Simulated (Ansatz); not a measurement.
# BPd4 (Pmm2) in Ansatz: a series of runs

Aim: see how the results for BPd4 move with the level of theory and the settings. Levels: LDA, r2SCAN, PBE. Tasks: relaxation of cell and atoms.

Everything below comes from runs of Ansatz 0.2.0. Logs are shortened: lines on timing, memory, paths and dates and some standing lists are left out, and cuts for length are marked.

## Step 1: The structure

It takes space group Pmm2 (No. 25, orthorhombic). The conventional cell has a = 2.892 Å, b = 4.365 Å, c = 5.856 Å, α = 90.00°, β = 90.00°, γ = 90.00°. Around Pd (site symmetry mm2) lie 1 B at 1.96 Å. Around Pd (site symmetry mm2) lie 2 B at 2.03 Å. Pd (site symmetry mm2) has 10 Pd at 2.73 to 3.07 Å as nearest neighbours. Pd (site symmetry mm2) has 2 B at 2.18 Å as nearest neighbours. Around B (site symmetry mm2) lie 5 Pd at 1.96 to 2.18 Å.

The cell comes from a database or a generator and needn't be the stable form of this composition.

## Step 2: Relaxation of cell and atoms, LDA

Contents of input.yaml:

```yaml
crystal:
  lattice:
    - [2.8920299704, 0.0, 0.0]
    - [0.0, 4.3650077954, 0.0]
    - [0.0, 0.0, 5.856315]
  atoms:
    - { symbol: Pd, position: [0.5, 0.0, 0.197578] }
    - { symbol: Pd, position: [0.0, 0.0, 0.61947] }
    - { symbol: Pd, position: [0.0, 0.5, 0.329164] }
    - { symbol: Pd, position: [0.5, 0.5, 0.867561] }
    - { symbol: B, position: [0.5, 0.0, 0.863227] }
hamiltonian:
  xc: lda
  pseudopotentials: { kind: paw }
kpoints:
  mp_grid: { grid: [9, 6, 5] }
scf:
  occupations: { method: fermi_dirac, width: 0.05 }
output:
  forces: true
  stress: true
  eigenvalues: true
relax:
  f_tol: 0.01
  max_steps: 40
  cell: { stress_tol: 0.05 }
```

Potentials or basis: Ansatz PAW.

Run with:

```bash
$ ansatz run input.yaml --threads 2 --pin off --max-ram 5632MiB --backend cpu --events-out ev --progress --plain --runs-dir out
```

What it wrote:

```text
Warning: RAYON_NUM_THREADS=2 ignored (pool sized by the plan → 2); use --threads N
Engine: ansatz 0.2.0, aarch64-unknown-linux-gnu
Pseudopotentials: kind: paw
Pseudopotential: Pd, paw, valence charge 18, recommended cutoff 420 eV (normal), Pd.paw.azcp
Pseudopotential: B, paw, valence charge 3, recommended cutoff 420 eV (normal), B.paw.azcp
Functional definition: SPW92
  exchange = slater_x
  correlation = pw_c
Crystal: 5 atoms, lattice volume = 73.929 Å³
Basis set: ecut = 420 eV, 1429 PW (Γ)
Bands: 45, of which v1, the nominal top of the filled ones, is band 38 counted from 1 (37 counted from 0)
Symmetry: 4 space group operations
Space group: Pmm2 (ITA 25), of the structure as read, at distance tolerance 4.2e-5 Å
k-points: 60 of 270 (time reversal used)
Non-local potential: Pd, projectors of the file, l = 0: 2, l = 1: 2, l = 2: 2, l = 3: 1
Non-local potential: B, projectors of the file, l = 0: 2, l = 1: 2, l = 2: 1
PAW form: soft (Blöchl's): semilocal exchange-correlation on the pseudo side does not see the compensation charge
PAW frozen core: Pd, regenerated for the run's functional, and the local potential with it (the file was generated under x = pbe(κ = 0.804, μ = 0.2195149727645171), c = pbe(β = 0.06672455060314922))
PAW frozen core: B, regenerated for the run's functional, and the local potential with it (the file was generated under x = pbe(κ = 0.804, μ = 0.2195149727645171), c = pbe(β = 0.06672455060314922))
PAW one-centre angular grid: Pd, 590 points (default); XC on 64 Gauss nodes
PAW one-centre angular grid: B, 110 points (default); XC on 64 Gauss nodes
Initial density: superposition of atomic densities (neutral atoms: chi_scale 0, normalization atom), corrected by the library's trained network
Initial wavefunctions: pseudopotential atomic-orbital guess
Functional: x = slater, c = lda
SCF iter   1: F=—  HF=-27527.724054 eV  |F-HF|=—  |Δ(HF+E_count)|=         —  Δρ=1.52e-2  dr2=1.75e-1  ethr=1.77e-3  ⟨swp⟩=6.1  Hψ=10197  notcnv=0  defer=12
preconditioner: auto → Kerker (q_TF=auto, 2.735 Å⁻¹)  [metal: Δε(μ)=0.017 eV  Ē_g=7.549 eV  σ=0.050 eV  W_gap=0.09  n_scr=24 (ndim 8)  ℏωp=28.3 eV  f_vac=0.000  D(μ)=3.29/eV (n_scr^D=32)]
SCF iter   2: F=—  HF=-27527.698389 eV  |F-HF|=—  |Δ(HF+E_count)|=   2.57e-2  Δρ=6.45e-3  dr2=3.42e-2  ethr=2.33e-4  ⟨swp⟩=2.0  Hψ=3501  notcnv=0  defer=86
SCF iter   3: F=—  HF=-27527.692046 eV  |F-HF|=—  |Δ(HF+E_count)|=   6.34e-3  Δρ=1.19e-3  dr2=2.30e-3  ethr=4.56e-5  ⟨swp⟩=2.2  Hψ=3751  notcnv=0  defer=86
SCF iter   4: F=—  HF=-27527.691698 eV  |F-HF|=—  |Δ(HF+E_count)|=   3.48e-4  Δρ=3.30e-4  dr2=2.29e-4  ethr=3.06e-6  ⟨swp⟩=1.2  Hψ=2623  notcnv=0  defer=86
SCF iter   5: F=—  HF=-27527.691654 eV  |F-HF|=—  |Δ(HF+E_count)|=   4.34e-5  Δρ=9.20e-5  dr2=1.41e-5  ethr=3.05e-7  ⟨swp⟩=2.6  Hψ=3808  notcnv=0  defer=86
SCF iter   6: F=—  HF=-27527.691640 eV  |F-HF|=—  |Δ(HF+E_count)|=   1.48e-5  Δρ=2.69e-5  dr2=8.97e-7  ethr=1.87e-8  ⟨swp⟩=2.3  Hψ=4247  notcnv=0  defer=86
SCF iter   7: F=—  HF=-27527.691639 eV  |F-HF|=—  |Δ(HF+E_count)|=   1.53e-7  Δρ=9.76e-6  dr2=1.30e-7  ethr=1.33e-10  ⟨swp⟩=8.4  Hψ=10192  notcnv=0
SCF iter   8: F=-27527.691639 eV  HF=-27527.691639 eV  |F-HF|=4.76e-9  |Δ(HF+E_count)|=   1.86e-8  Δρ=2.26e-6  dr2=7.16e-9  ethr=1.33e-10  ⟨swp⟩=3.9  Hψ=7703  notcnv=0
SCF 1 converged in 8 iterations: F = -27527.691639 eV  dr2 = 7.16e-9
relax step   1: F+E_penalty+E_count = -27527.69163933 eV  Δ(F+E_penalty+E_count) = +0.000e0 eV  max|allowed force component| = 2.280e-1 eV/Å  Δτ_max = 0.0000 Å  P = -13.272 GPa  Ω = 73.929 Å³  (8 SCF iters, dr2 threshold 1.00e-7 eV, accepted)
Crystal: 5 atoms, lattice volume = 65.812 Å³
Basis set: ecut = 420 eV, 1301 PW (Γ)
Initial density: handed on by an earlier stage of this run
Initial wavefunctions: those handed on with the density
iter 1 solved again at ethr=8.75e-4 eV; its pass at ethr=3.10e-3 eV (dr2=6.56e-1 eV) is discarded
SCF iter   1: F=—  HF=-27528.011464 eV  |F-HF|=—  |Δ(HF+E_count)|=         —  Δρ=2.32e-2  dr2=6.66e-1  ethr=8.75e-4  ⟨swp⟩=1.6  Hψ=11738  notcnv=0
preconditioner: auto → Kerker (q_TF=auto, 2.788 Å⁻¹)  [metal: Δε(μ)=0.013 eV  Ē_g=8.342 eV  σ=0.050 eV  W_gap=0.06  n_scr=24 (ndim 8)  ℏωp=30.0 eV  f_vac=0.000  D(μ)=3.22/eV (n_scr^D=34)]
SCF iter   2: F=—  HF=-27527.937331 eV  |F-HF|=—  |Δ(HF+E_count)|=   7.41e-2  Δρ=1.27e-2  dr2=2.34e-1  ethr=8.75e-4  ⟨swp⟩=2.0  Hψ=3018  notcnv=0
SCF iter   3: F=—  HF=-27527.898504 eV  |F-HF|=—  |Δ(HF+E_count)|=   3.88e-2  Δρ=1.94e-3  dr2=7.97e-3  ethr=3.12e-4  ⟨swp⟩=2.2  Hψ=3460  notcnv=0  defer=4
[... 66 lines left out ...]
relax step   7: F+E_penalty+E_count = -27527.97042895 eV  Δ(F+E_penalty+E_count) = -1.890e-5 eV  max|allowed force component| = 1.281e-3 eV/Å  Δτ_max = 0.0021 Å  P = +0.001 GPa  Ω = 68.004 Å³  energy of the carried Pulay correction = +2.260e-3 eV  (6 SCF iters, dr2 threshold 2.96e-8 eV, accepted)
Initial wavefunctions: pseudopotential atomic-orbital guess (no wavefunctions were taken with the density)
iter 1 solved again at ethr=3.97e-8 eV; its pass at ethr=3.10e-3 eV (dr2=2.98e-5 eV) is discarded
SCF iter   1: F=—  HF=-27527.968317 eV  |F-HF|=—  |Δ(HF+E_count)|=         —  Δρ=1.27e-4  dr2=1.73e-6  ethr=3.97e-8  ⟨swp⟩=3.3  Hψ=16877  notcnv=0
SCF iter   2: F=—  HF=-27527.968316 eV  |F-HF|=—  |Δ(HF+E_count)|=   2.48e-7  Δρ=6.43e-5  dr2=3.86e-7  ethr=2.30e-9  ⟨swp⟩=2.4  Hψ=4972  notcnv=0
SCF iter   3: F=—  HF=-27527.968317 eV  |F-HF|=—  |Δ(HF+E_count)|=   1.93e-7  Δρ=9.76e-6  dr2=1.46e-8  ethr=5.15e-10  ⟨swp⟩=2.7  Hψ=5001  notcnv=0
SCF iter   4: F=—  HF=-27527.968317 eV  |F-HF|=—  |Δ(HF+E_count)|=   5.30e-9  Δρ=9.53e-7  dr2=4.29e-10  ethr=1.95e-11  ⟨swp⟩=2.3  Hψ=3958  notcnv=0
SCF iter   5: F=—  HF=-27527.968317 eV  |F-HF|=—  |Δ(HF+E_count)|=  3.27e-11  Δρ=2.62e-7  dr2=1.10e-10  ethr=1.00e-12  ⟨swp⟩=1.5  Hψ=3725  notcnv=0
SCF iter   6: F=-27527.968317 eV  HF=-27527.968317 eV  |F-HF|=1.46e-11  |Δ(HF+E_count)|=  1.09e-11  Δρ=9.49e-8  dr2=1.49e-11  ethr=1.00e-12  ⟨swp⟩=4.0  Hψ=7894  notcnv=0
SCF 8 converged in 6 iterations: F = -27527.968317 eV  dr2 = 1.49e-11
relax step   8: F+E_penalty+E_count = -27527.96831654 eV  Δ(F+E_penalty+E_count) = +2.112e-3 eV  max|allowed force component| = 1.534e-3 eV/Å  Δτ_max = 0.0000 Å  P = -0.001 GPa  Ω = 68.004 Å³  stress off target by 8.77e-3 GPa  SCF on the basis re-selected at this cell (its energy is not comparable with the rows above)  (6 SCF iters)
basis re-selected at this cell: Δ(F+E_penalty+E_count) = +2.112e-3 eV, ΔP = -0.001 GPa vs the last step (what re-selecting the basis moved, of the pressure what is left beyond the Pulay correction that the steps carried, after the strain that the cell walked since its last selection, with what the two solves' SCF thresholds leave and, on support functions, any second-order correction that the steps lacked; it is no measure of the basis error at this ecutwfc). This SCF's stress stands 8.77e-3 GPa from its target on what of the cell is left free (relax.cell.stress_tol is 5.00e-2 GPa) and its largest allowed force component is 1.53e-3 eV/Å (relax.f_tol is 1.00e-2 eV/Å): within both
SCF converged after 6 iterations
Free energy (F): -27527.968317 eV
Harris-Foulkes:  -27527.968317 eV  (|F-HF|=1.46e-11)
Internal energy: -27527.945242 eV  (E = F + TS)
E sigma→0 (E₀):  -27527.956779 eV
Entropy (-TS):   -0.023075 eV (-4.615 meV/atom)
Fermi energy:    17.972989 eV
--- Per-component energies (eV) ---
  E_band       = -668.897323
  E_kinetic    = 2105.977058
  E_local      = -7830.296727  (includes V_loc(G=0)·N_el)
  E_nonlocal   = 904.542481
  E_hartree    = 3184.222247
  E_xc         = -703.972393
  E_vxc        = -885.059301  (∫ρ·V_xc dr)
  E_paw        = -14564.739603  (= ΣΔE_a)
  E_vpaw       = -1332.506159  (= ΣTr[D̂ρ^β])
  E_aug_tail   = 0.000817  (compensation charges beyond the density's cutoff)
  E_ewald      = -10626.447892
  E_core_change = 2.768769  (= ΣΔE_core)
  E_smearing   = -0.023075  (= −TS)
  E_closure    = -0.000000  (closes the sum)
  Σ components = -27527.968317   (vs F -27527.968317, Δ=0.00e0)
--- Forces (eV/Å), atoms counted from 1 ---
  atom   1  Pd     0.00000000     0.00000000    -0.00047374
  atom   2  Pd     0.00000000     0.00000000    -0.00153412
  atom   3  Pd     0.00000000     0.00000000     0.00029740
  atom   4  Pd     0.00000000     0.00000000     0.00023551
  atom   5  B      0.00000000     0.00000000     0.00147602
  max |Σ_I F_I| component: 1.07e-6 eV/Å
--- Stress (GPa, compression-positive) ---
       -0.001201       0.000000       0.000000
        0.000000      -0.008775       0.000000
        0.000000       0.000000       0.008374
  P = ⅓ Tr σ = -0.0005 GPa (-0.005 kbar)
--- Band table (eV; the first three rows and the last of 60) ---
  k-point 0: bands = ["-66.7666", "-66.5472", "-66.0916", "-65.7476", "-32.7934", "-32.6175", "-32.5220", "-32.3844", "-32.2702", "-32.1708", "-32.0806", "-31.7483", "-31.6258", "-31.5751", "-31.4414", "-31.4391", "7.9894", "11.9218", "12.0774", "12.8364", "12.9015", "13.4298", "13.9342", "14.0102", "14.3784", "14.4647", "14.8945", "15.3530", "15.5529", "15.6228", "15.8947", "16.0812", "16.0862", "16.4933", "16.6568", "17.2621", "17.4260", "17.4488", "18.0420", "18.3499", "23.5822", "23.7064", "24.1042", "24.4122", "27.0109"]
  k-point 1: bands = ["-66.7666", "-66.5473", "-66.0916", "-65.7476", "-32.7920", "-32.6189", "-32.5220", "-32.3797", "-32.2800", "-32.1655", "-32.0806", "-31.7471", "-31.6258", "-31.5752", "-31.4415", "-31.4403", "8.1032", "11.7119", "12.1073", "12.7853", "12.9990", "13.3862", "13.8873", "14.1069", "14.1259", "14.5348", "14.9235", "15.3029", "15.3997", "15.7281", "15.8131", "15.9762", "16.3037", "16.4346", "16.4912", "16.7180", "17.3551", "18.0340", "18.5036", "18.7126", "23.5013", "23.6091", "23.8235", "24.7686", "27.0879"]
  k-point 2: bands = ["-66.7666", "-66.5473", "-66.0916", "-65.7476", "-32.7896", "-32.6213", "-32.5219", "-32.3704", "-32.2965", "-32.1582", "-32.0807", "-31.7453", "-31.6257", "-31.5753", "-31.4423", "-31.4415", "8.3224", "11.2374", "12.1937", "12.8644", "13.2287", "13.3162", "13.7362", "13.8769", "14.3049", "14.5432", "14.9787", "15.1915", "15.1965", "15.6880", "15.7039", "15.8071", "15.9827", "16.5024", "16.5708", "16.8024", "17.1837", "18.0204", "19.4426", "19.5509", "22.7178", "23.3367", "24.2247", "25.2669", "26.5442"]
  k-point 59: bands = ["-66.7482", "-66.5298", "-66.0752", "-65.7319", "-32.7604", "-32.7415", "-32.6229", "-32.3315", "-32.2955", "-32.2370", "-32.1744", "-31.8246", "-31.7199", "-31.6166", "-31.5884", "-31.4200", "10.3003", "11.4696", "11.9443", "12.8434", "12.8658", "13.4774", "13.9442", "14.1298", "14.2693", "14.9297", "14.9725", "15.4184", "15.5503", "15.8109", "16.0808", "16.5663", "16.8824", "16.9913", "17.2172", "17.7643", "17.8661", "19.1176", "19.8464", "20.4484", "20.6259", "22.3989", "22.9572", "25.3842", "27.3647"]
--- Relaxed structure (7 steps of the walk, 7 accepted, 1 SCFs on fresh bases) ---
  F+E_penalty+E_count = -27527.96831654 eV   max|allowed force component| = 1.534e-3 eV/Å   (the final SCF, on the basis selected at the relaxed cell)
  cell:  # Å, volume = 68.0044 Å³
    - [2.764290171868475, 0.0, 0.0]
    - [0.0, 4.266305280157532, 0.0]
    - [0.0, 0.0, 5.766353609439501]
  atoms:
    - { symbol: Pd, position: [0.5, 0.0, 0.19312613042173216] }
    - { symbol: Pd, position: [0.0, 0.0, 0.6108212236389647] }
    - { symbol: Pd, position: [0.0, 0.5, 0.33234561828046855] }
    - { symbol: Pd, position: [0.5, 0.5, 0.8809252453807411] }
    - { symbol: B, position: [0.5, 0.0, 0.8597817822780935] }
```

It took 83 s on 2 threads of Arm Neoverse V1, shared host; peak memory 0.41 GiB.

Results:

```
Free energy                            : -27527.9683 eV
Relaxed volume                         : 13.60 Å³/atom
Relaxed cell                           : a = 2.764 Å, b = 4.266 Å, c = 5.766 Å, α = 90.00°, β = 90.00°, γ = 90.00°
Space group after relaxing (to 0.05 Å) : Pmm2 (No. 25)
Energy gained by relaxing              : 55.3 meV/atom
Ionic steps                            : 8
Pressure after relaxing                : 0.0 GPa
Band gap on the k mesh                 : none (metal or under the smearing width)
```

The path:
```tsv
step	energy change (eV)	largest force (eV/Å)	volume (Å³)
1	0.0000	0.2280	73.93
2	-0.2062	0.8094	65.81
3	-0.2710	0.1656	68.54
4	-0.2735	0.2024	68.22
5	-0.2784	0.0332	67.95
6	-0.2788	0.0218	68.00
7	-0.2788	0.0013	68.00
8	-0.2767	0.0015	68.00
```

Final structure:
```yaml
crystal:
  lattice:
    - [2.76429, 0.00000, 0.00000]
    - [0.00000, 4.26631, 0.00000]
    - [0.00000, 0.00000, 5.76635]
  atoms:
    - { symbol: Pd, position: [0.50000, 0.00000, 0.19313] }
    - { symbol: Pd, position: [0.00000, 0.00000, 0.61082] }
    - { symbol: Pd, position: [0.00000, 0.50000, 0.33235] }
    - { symbol: Pd, position: [0.50000, 0.50000, 0.88093] }
    - { symbol: B, position: [0.50000, 0.00000, 0.85978] }
```

Caveat: the plane-wave basis is chosen anew once the cell has moved, so the energies of steps on either side of that aren't comparable; the PAW data sets come from PBE, with cores solved anew for the run's functional, which leaves a small shift of forces and pressure.

## Step 3: Relaxation of cell and atoms, r2SCAN

Edit input.yaml of step 2 so:

```diff
@@ -12,3 +12,3 @@
 hamiltonian:
-  xc: lda
+  xc: r2scan
   pseudopotentials: { kind: paw }
```

Potentials or basis: Ansatz PAW.

Run with:

```bash
$ ansatz run input.yaml --threads 2 --pin off --max-ram 5632MiB --backend cpu --events-out ev --progress --plain --runs-dir out
```

Run time: 4.3 min. Hardware: 2 threads of Arm Neoverse V1, shared host; peak memory 0.56 GiB.

Results (log left out):

| Property | Result |
| --- | --- |
| Free energy | -28099.5365 eV |
| Relaxed volume | 14.35 Å³/atom |
| Relaxed cell | a = 2.836 Å, b = 4.331 Å, c = 5.843 Å, α = 90.00°, β = 90.00°, γ = 90.00° |
| Space group after relaxing (to 0.05 Å) | Pmm2 (No. 25) |
| Energy gained by relaxing | 8.6 meV/atom |
| Ionic steps | 9 |
| Pressure after relaxing | 0.0 GPa |
| Band gap on the k mesh | none (metal or under the smearing width) |

The path:
```tsv
step	energy change (eV)	largest force (eV/Å)	volume (Å³)
1	0.0000	0.3378	73.93
2	-0.0288	0.3660	70.56
3	-0.0421	0.1522	71.77
4	-0.0444	0.0493	71.81
5	-0.0459	0.0127	71.78
6	-0.0459	0.0055	71.78
7	-0.0431	0.0055	71.78
8	-0.0431	0.0011	71.77
9	-0.0431	0.0011	71.77
```

Final structure:
```xyz
5
Lattice="2.8360 0.0000 0.0000 0.0000 4.3308 0.0000 0.0000 0.0000 5.8434" Properties=species:S:1:pos:R:3 pbc="T T T"
Pd    1.4180    0.0000    1.1107
Pd    0.0000    0.0000    3.5878
Pd    0.0000    2.1654    1.9532
Pd    1.4180    2.1654    5.1447
B     1.4180    0.0000    5.0150
```

Levels at points of the mesh, in eV from the Fermi level:
```
            k point  band 35  band 36  band 37  band 38  band 39  band 40  band 41  band 42
 (0.00, 0.00, 0.00)    -1.42    -0.70    -0.60    -0.27    -0.02     0.44     5.87     5.96
(0.00, -0.50, 0.00)    -0.98    -0.96    -0.86    -0.73    -0.50     1.46     2.45     4.31
```

Caveat: the plane-wave basis is chosen anew once the cell has moved, so the energies of steps on either side of that aren't comparable; the PAW data sets come from PBE, with cores solved anew for the run's functional, which leaves a small shift of forces and pressure.

(Continued in part 2 of 2.)
